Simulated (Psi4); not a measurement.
**SiHSBr (SMILES S[Si]Br): a chain of runs**

Aim: a geometry optimisation (singlet SiHSBr, BLYP/3-21G), then the energy (doublet SiHSBr+, UBLYP/3-21G), then a geometry optimisation (doublet SiHSBr+, UBLYP/3-21G), then the energy (singlet SiHSBr, BLYP/3-21G) of BrHSSi. 

The results are computed with Psi4 1.11.

## (1) The structure to begin with

SiHSBr: 4 atoms, total charge 0, spin state singlet. SMILES: `S[Si]Br`. The shape is that of a PBE0-D4/def2-TZVP optimisation. The run starts from this shape.

Bond lengths: S1–Si2 2.132 Å, Si2–Br3 2.258 Å, S1–H4 1.347 Å. Angles: S1–Si2–Br3 97.0°, Si2–S1–H4 93.1°.

## (2) A structure relaxation at BLYP/3-21G (density fitting) (run 1)

brhssi.xyz reads:

```xyz
4
BrHSSi
S     -0.100100     0.958900    -0.584700
Si    -0.298800    -0.908900     0.423800
Br     1.856500    -1.105400     1.067300
H     -1.402100     0.995100    -0.926700
```

brhssi.py reads:

```python
import psi4

psi4.set_memory(1600000000)
psi4.set_num_threads(1)
psi4.core.set_output_file('psi4.out', False)

with open('brhssi.xyz') as f:
    atoms = ''.join(f.readlines()[2:])
mol = psi4.geometry('0 1\n' + atoms + 'symmetry c1')

E, wfn = psi4.optimize('blyp/3-21G', return_wfn=True)
print(f'blyp/3-21G energy: {E:.10f} Eh')
print(mol.to_string(dtype='xyz', units='Angstrom'))
```

The run is started by

```sh
$ python brhssi.py
```

psi4.out:

```text
[...]
  Running in c1 symmetry.
[...]
  Nuclear repulsion =  273.940462620798257
[...]
  Multiplicity = 1
[...]
  Nalpha       = 33
  Nbeta        = 33
[...]
    Number of basis functions: 51
[...]
   @DF-RKS iter   1: -3246.38798862121848   -1.13322e+00   1.17852e-02 DIIS/ADIIS
[...]
   @DF-RKS iter   7: -3246.58467681553748   -1.40972e-11   6.53584e-09 DIIS
[...]
    Orbital Energies [Eh]
    ---------------------
    Doubly Occupied:
       1A   -477.803637     2A    -87.513203     3A    -65.078913
       4A    -61.410992     5A    -55.113797     6A    -55.111380
       7A    -55.110586     8A     -8.304570     9A     -7.634262
      10A     -6.146290    11A     -6.137733    12A     -6.134806
      13A     -5.673542    14A     -5.668115    15A     -5.664081
      16A     -5.085737    17A     -3.507502    18A     -3.506106
      19A     -3.503255    20A     -2.327652    21A     -2.325600
      22A     -2.323583    23A     -2.317364    24A     -2.317206
      25A     -0.697199    26A     -0.675112    27A     -0.449693
      28A     -0.362888    29A     -0.307631    30A     -0.270713
      31A     -0.258364    32A     -0.240970    33A     -0.226668
[...]
  @DF-RKS Final Energy: -3246.58467681553748
   => Energetics <=
    Nuclear Repulsion Energy =            253.8289388134042497
    One-Electron Energy =               -5024.9057722405905224
    Two-Electron Energy =                1662.6799076814077125
    DFT Exchange-Correlation Energy =    -138.1877510697592299
    Empirical Dispersion Energy =           0.0000000000000000
    VV10 Nonlocal Energy =                  0.0000000000000000
    Total Energy =                      -3246.5846768155374775
[...]
 Multipole Moments:
 ------------------------------------------------------------------------------------
     Multipole            Electronic (a.u.)      Nuclear  (a.u.)        Total (a.u.)
 ------------------------------------------------------------------------------------
 L = 1.  Multiply by 2.5417464519 to convert [e a0] to [Debye]
 Dipole X            :          9.7470421          -10.6789387           -0.9318966
 Dipole Y            :         -6.5993020            6.3739796           -0.2253224
 Dipole Z            :          6.1465769           -6.2488943           -0.1023174
 Magnitude           :                                                    0.9641941
[...]
  -Total Gradient:
     Atom            X                  Y                   Z
    ------   -----------------  -----------------  -----------------
       1       -0.000019830915    -0.000044215153     0.000004752493
       2        0.000000367033    -0.000024985820     0.000004899561
       3        0.000018175757    -0.000001872293     0.000014647881
       4        0.000002082582     0.000002127859     0.000015192308
[...]
    Final optimized geometry and variables:
    Molecular point group: c1
    Full point group: C1
    Geometry (in Angstrom), charge = 0, multiplicity = 1:
    S           -1.172129948264     1.655958684884    -1.227744866955
    SI          -1.336708352887    -0.375506116749    -0.117879433595
    BR           0.980800273859    -0.559838202995     0.559595417192
    H           -2.511064451787     1.729048551290    -1.598382137671
[...]
```

The script printed:

```text
Some dependencies such as QCElemental have not yet finished migration to pydantic v2. If issues are encountered please downgrade pydantic or upgrade QCElemental as appropriate
	Energy has increased in a minimization.
	Energy ratio indicates iffy step.
	Intrafrag trust radius decreased to   0.25.
	Previous geometry is closer to target in internal coordinates, so using that one.

	Best geometry has RMS(Delta(q)) = 9.04e-13

Optimizer: Optimization complete!
blyp/3-21G energy: -3246.5846768155 Eh
4
0 1 BrHSSi
S                    -1.172129948264     1.655958684884    -1.227744866955
Si                   -1.336708352887    -0.375506116749    -0.117879433595
Br                    0.980800273859    -0.559838202995     0.559595417192
H                    -2.511064451787     1.729048551290    -1.598382137671
```

It took 14 s on 1 thread of Intel Xeon Platinum 8488C (Sapphire Rapids), shared host; peak memory 0.34 GiB.

Steps, from the record of the run:

```csv
step,energy from the first frame kept (eV),largest force (eV/Å)
0,0.0000,2.6838
1,-0.3511,1.0479
2,-0.3975,0.3245
3,-0.4023,0.1066
4,-0.4028,0.0444
5,-0.4029,0.0194
6,-0.4029,0.0109
7,-0.4030,0.0025
```

After the run. Bond lengths: S1–Si2 2.321 Å, Si2–Br3 2.422 Å, S1–H4 1.391 Å. Angles: S1–Si2–Br3 97.6°, Si2–S1–H4 96.0°.

## (3) The doublet cation: the energy at UBLYP/3-21G (density fitting) (run 2)

brhssi.py reads:

```python
import psi4

psi4.set_memory(1600000000)
psi4.set_num_threads(1)
psi4.core.set_output_file('output.dat', False)

mol = psi4.geometry("""
1 2
S     -0.41088126     2.03494213    -1.28714538
Si    -0.72189050    -1.80397035     0.81019740
Br     3.65756680    -2.15230735     2.09043772
H     -2.94110171     2.17306221    -1.98754780
units au
""")

psi4.set_options({
    'basis': '3-21G',
    'reference': 'uks',
})

E = psi4.energy("blyp", molecule=mol)
print(f'blyp energy: {E:.10f} Eh')
for k, v in sorted(psi4.core.scalar_variables().items()):
    print(f'{k:45s} {v:18.10f}')
```

The run is started by

```sh
$ python brhssi.py
```

output.dat:

```text
[...]
  Running in c1 symmetry.
[...]
  Nuclear repulsion =  253.828925798623914
[...]
  Multiplicity = 2
[...]
  Nalpha       = 33
  Nbeta        = 32
[...]
    Number of basis functions: 51
[...]
   @DF-UKS iter   1: -3246.05822857562725   -1.04342e+00   1.13518e-02 DIIS/ADIIS
[...]
   @DF-UKS iter  11: -3246.24863723730050   -1.14151e-08   2.63609e-07 DIIS
[...]
   @S^2 Observed:                7.523193122E-01
[...]
    Orbital Energies [Eh]
    ---------------------
    Alpha Occupied:
       1A   -478.055473     2A    -87.752584     3A    -65.334998
       4A    -61.661731     5A    -55.365465     6A    -55.362286
       7A    -55.361233     8A     -8.554303     9A     -7.872598
      10A     -6.397428    11A     -6.386862    12A     -6.383736
      13A     -5.912735    14A     -5.908892    15A     -5.900373
      16A     -5.339298    17A     -3.760384    18A     -3.759610
      19A     -3.759174    20A     -2.578177    21A     -2.576245
      22A     -2.573716    23A     -2.566112    24A     -2.565991
      25A     -0.937886    26A     -0.905795    27A     -0.681826
      28A     -0.584719    29A     -0.542327    30A     -0.491924
      31A     -0.491767    32A     -0.470012    33A     -0.460145
[...]
  @DF-UKS Final Energy: -3246.24863723730050
   => Energetics <=
    Nuclear Repulsion Energy =            253.8289257986239136
    One-Electron Energy =               -5008.9368844279979385
    Two-Electron Energy =                1646.7305699558924061
    DFT Exchange-Correlation Energy =    -137.8712485638185683
    Empirical Dispersion Energy =           0.0000000000000000
    VV10 Nonlocal Energy =                  0.0000000000000000
    Total Energy =                      -3246.2486372373004997
[...]
 Multipole Moments:
 ------------------------------------------------------------------------------------
     Multipole            Electronic (a.u.)      Nuclear  (a.u.)        Total (a.u.)
 ------------------------------------------------------------------------------------
 L = 1.  Multiply by 2.5417464519 to convert [e a0] to [Debye]
 Dipole X            :          8.5378072          -10.6789391           -2.1411319
 Dipole Y            :         -6.2571467            6.3739800            0.1168333
 Dipole Z            :          5.6540963           -6.2488920           -0.5947957
 Magnitude           :                                                    2.2252815
[...]
```

The script printed:

```text
blyp energy: -3246.2486372373 Eh
CURRENT ENERGY                                  -3246.2486372373
CURRENT REFERENCE ENERGY                        -3246.2486372373
DD SOLVATION ENERGY                                 0.0000000000
DFT FUNCTIONAL TOTAL ENERGY                     -3246.2486372373
DFT TOTAL ENERGY                                -3246.2486372373
DFT VV10 ENERGY                                     0.0000000000
DFT XC ENERGY                                    -137.8712485638
GRID ELECTRONS ALPHA                               32.9999926228
GRID ELECTRONS BETA                                31.9999933661
GRID ELECTRONS TOTAL                               64.9999859888
NUCLEAR REPULSION ENERGY                          253.8289257986
ONE-ELECTRON ENERGY                             -5008.9368844280
PCM POLARIZATION ENERGY                             0.0000000000
PE ENERGY                                           0.0000000000
SCF ITERATION ENERGY                            -3246.2486372373
SCF ITERATIONS                                     11.0000000000
SCF TOTAL ENERGY                                -3246.2486372373
TWO-ELECTRON ENERGY                              1646.7305699559
XC GRID RADIAL POINTS                              75.0000000000
XC GRID SPHERICAL POINTS                          302.0000000000
XC GRID TOTAL POINTS                            84316.0000000000
```

It took 3.6 s on 1 thread of Intel Xeon Platinum 8488C (Sapphire Rapids), shared host; peak memory 0.3 GiB.

## (4) The doublet cation: a structure relaxation at UBLYP/3-21G (density fitting) (run 3)

brhssi.xyz reads:

```xyz
4
BrHSSi
S     -0.217429     1.076845    -0.681128
Si    -0.382008    -0.954620     0.428738
Br     1.935501    -1.138952     1.106212
H     -1.556364     1.149935    -1.051765
```

job.py reads:

```python
import psi4

psi4.set_memory('1600 MB')
psi4.set_num_threads(1)
psi4.core.set_output_file('psi4.out', False)

with open('brhssi.xyz') as f:
    atoms = ''.join(f.readlines()[2:])
m = psi4.geometry('1 2\n' + atoms + 'symmetry c1')

psi4.set_options({
    'basis': '3-21G',
    'reference': 'uks',
})

E, wfn = psi4.optimize("BLYP", molecule=m, return_wfn=True)
print(f'total energy {E:.8f} hartree = {E * 27.211386:.5f} eV')
print(m.to_string(dtype='xyz', units='Angstrom'))
```

The run is started by

```sh
$ python job.py
```

psi4.out, cut to the lines that bear on the results:

```text
[...]
  Running in c1 symmetry.
[...]
  Nuclear repulsion =  253.828925727758957
[...]
  Multiplicity = 2
[...]
  Nalpha       = 33
  Nbeta        = 32
[...]
    Number of basis functions: 51
[...]
   @DF-UKS iter   1: -3246.05822858269812   -1.04342e+00   1.13518e-02 DIIS/ADIIS
[...]
   @DF-UKS iter   7: -3246.25541366310335   -1.00044e-11   6.58315e-09 DIIS
[...]
   @S^2 Observed:                7.526447416E-01
[...]
  @DF-UKS Final Energy: -3246.25541366310335
   => Energetics <=
    Nuclear Repulsion Energy =            254.6425156669826038
    One-Electron Energy =               -5010.3156498713615292
    Two-Electron Energy =                1647.3204481938769277
    DFT Exchange-Correlation Energy =    -137.9027276526016124
    Empirical Dispersion Energy =           0.0000000000000000
    VV10 Nonlocal Energy =                  0.0000000000000000
    Total Energy =                      -3246.2554136631033543
[...]
 Multipole Moments:
 ------------------------------------------------------------------------------------
     Multipole            Electronic (a.u.)      Nuclear  (a.u.)        Total (a.u.)
 ------------------------------------------------------------------------------------
 L = 1.  Multiply by 2.5417464519 to convert [e a0] to [Debye]
 Dipole X            :          8.5594889          -10.5155975           -1.9561086
 Dipole Y            :         -7.1503166            7.5499814            0.3996648
 Dipole Z            :          6.1634369           -6.8709167           -0.7074797
 Magnitude           :                                                    2.1181644
[...]
  -Total Gradient:
     Atom            X                  Y                   Z
    ------   -----------------  -----------------  -----------------
       1        0.000003837774    -0.000039940975     0.000021427352
       2       -0.000077711155     0.000081765708    -0.000067988515
       3       -0.000035646951    -0.000026701670     0.000008182858
       4        0.000010636729     0.000047368574    -0.000021539489
[...]
    Final optimized geometry and variables:
    Molecular point group: c1
    Full point group: C1
    Geometry (in Angstrom), charge = 1, multiplicity = 2:
    S           -1.269248099734     1.787435471195    -1.326860103656
    SI          -1.130990206541    -0.143138568498    -0.196732414543
    BR           0.948703076423    -0.695777713672     0.628238399884
[...]
```

On the terminal:

```text
Some dependencies such as QCElemental have not yet finished migration to pydantic v2. If issues are encountered please downgrade pydantic or upgrade QCElemental as appropriate
	Energy has increased in a minimization.
	Energy ratio indicates iffy step.
	Intrafrag trust radius decreased to   0.25.
	Previous geometry is closer to target in internal coordinates, so using that one.

	Best geometry has RMS(Delta(q)) = 3.23e-13

Optimizer: Optimization complete!
total energy -3246.25541366 hartree = -88335.10912 eV
4
1 2 BrHSSi
S                    -1.269248099734     1.787435471195    -1.326860103656
Si                   -1.130990206541    -0.143138568498    -0.196732414543
Br                    0.948703076423    -0.695777713672     0.628238399884
H                    -2.627389755339     1.752470474644    -1.640261058499
```

Run time: 21 s. Hardware: 1 thread of Intel Xeon Platinum 8488C (Sapphire Rapids), shared host; peak memory 0.34 GiB.

The path in brief:

```csv
step,energy from the first frame kept (eV),largest force (eV/Å)
0,0.0000,1.1039
1,-0.1052,0.7957
2,-0.1768,0.2949
3,-0.1815,0.0574
4,-0.1648,0.2464
5,-0.1839,0.0452
6,-0.1844,0.0165
7,-0.1844,0.0068
```

After the run. Bond lengths: S1–Si2 2.241 Å, Si2–Br3 2.305 Å, S1–H4 1.394 Å. Angles: S1–Si2–Br3 116.3°, Si2–S1–H4 98.7°.

## (5) A single-point energy at BLYP/3-21G (density fitting) (run 4)

job.dat reads:

```
memory 1600 MB

molecule m {
  0 1
  S
  Si 1 r2
  Br 2 r3 1 a3
  H 1 r4 2 a4 3 d4

  r2 = 2.241298
  r3 = 2.304586
  a3 = 116.27757
  r4 = 1.394271
  a4 = 98.73276
  d4 = -179.97948
}

set globals {
  basis 3-21G
  reference rks
}

E, wfn = energy('blyp', return_wfn=True)
```

The run is started by

```sh
$ psi4 -i job.dat -o job.out -n 1
```

job.out:

```text
[...]
  Running in c1 symmetry.
[...]
  Nuclear repulsion =  254.642470157703627
[...]
  Multiplicity = 1
[...]
  Nalpha       = 33
  Nbeta        = 33
[...]
    Number of basis functions: 51
[...]
   @DF-RKS iter   1: -3246.38047171741937   -1.25663e+00   1.19951e-02 DIIS/ADIIS
[...]
   @DF-RKS iter   9: -3246.57314610512003   -1.64394e-07   8.26031e-07 DIIS
[...]
    Orbital Energies [Eh]
    ---------------------
    Doubly Occupied:
       1A   -477.814044     2A    -87.512000     3A    -65.066311
       4A    -61.422041     5A    -55.124602     6A    -55.122369
       7A    -55.121628     8A     -8.316676     9A     -7.634683
      10A     -6.158139    11A     -6.149853    12A     -6.147135
      13A     -5.674146    14A     -5.667521    15A     -5.664600
      16A     -5.076528    17A     -3.497712    18A     -3.497142
      19A     -3.493351    20A     -2.339626    21A     -2.337599
      22A     -2.335774    23A     -2.329590    24A     -2.329483
      25A     -0.714863    26A     -0.684158    27A     -0.455670
      28A     -0.370107    29A     -0.317353    30A     -0.282220
      31A     -0.270621    32A     -0.249963    33A     -0.207963
[...]
  @DF-RKS Final Energy: -3246.57314610512003
   => Energetics <=
    Nuclear Repulsion Energy =            254.6424701577036274
    One-Electron Energy =               -5026.1348826662015199
    Two-Electron Energy =                1663.1421024244286855
    DFT Exchange-Correlation Energy =    -138.2228360210504832
    Empirical Dispersion Energy =           0.0000000000000000
    VV10 Nonlocal Energy =                  0.0000000000000000
    Total Energy =                      -3246.5731461051200313
[...]
 Multipole Moments:
 ------------------------------------------------------------------------------------
     Multipole            Electronic (a.u.)      Nuclear  (a.u.)        Total (a.u.)
 ------------------------------------------------------------------------------------
 L = 1.  Multiply by 2.5417464519 to convert [e a0] to [Debye]
 Dipole X            :         -0.0003514            0.0004892            0.0001377
 Dipole Y            :         -9.5080292           10.1034762            0.5954471
 Dipole Z            :         10.6178056          -10.6164657            0.0013399
 Magnitude           :                                                    0.5954486
[...]
```

Wall time 2.7 s (1 thread of Intel Xeon Platinum 8488C (Sapphire Rapids), shared host); peak memory 0.3 GiB.

## (6) Results

| quantity | value |
| --- | --- |
| run 1, BLYP/3-21G: total energy at the end | -3246.58468 Eh |
| run 1, BLYP/3-21G: dipole moment | 2.45 D |
| run 1, BLYP/3-21G: HOMO energy | -6.17 eV |
| run 1, BLYP/3-21G: LUMO energy | -3.71 eV |
| run 1, BLYP/3-21G: HOMO–LUMO gap | 2.45 eV |
| doublet cation, run 2: total energy | -3246.24864 Eh |
| doublet cation, run 2: HOMO energy (highest over α and β) | -12.39 eV |
| doublet cation, run 2: LUMO energy (lowest over α and β) | -12.11 eV |
| doublet cation, run 2: ⟨S²⟩ | 0.752 |
| doublet cation, run 3: total energy at the end | -3246.25541 Eh |
| doublet cation, run 3: HOMO energy (highest over α and β) | -12.38 eV |
| doublet cation, run 3: LUMO energy (lowest over α and β) | -11.62 eV |
| doublet cation, run 3: ⟨S²⟩ | 0.753 |
| run 4, BLYP/3-21G: total energy | -3246.57315 Eh |
| run 4, BLYP/3-21G: dipole moment | 1.51 D |
| run 4, BLYP/3-21G: HOMO energy | -5.66 eV |
| run 4, BLYP/3-21G: LUMO energy | -3.44 eV |
| run 4, BLYP/3-21G: HOMO–LUMO gap | 2.22 eV |
| adiabatic ionisation energy (to the doublet cation, no zero-point term) | 8.960 eV |

The adiabatic ionisation energy (to the doublet cation, no zero-point term) is 8.96 eV (207 kcal/mol). The optimisation (run 1, BLYP/3-21G) took 8 steps and changed the energy by -0.403 eV. The optimisation (doublet cation, run 3) took 8 steps and changed the energy by -0.184 eV.
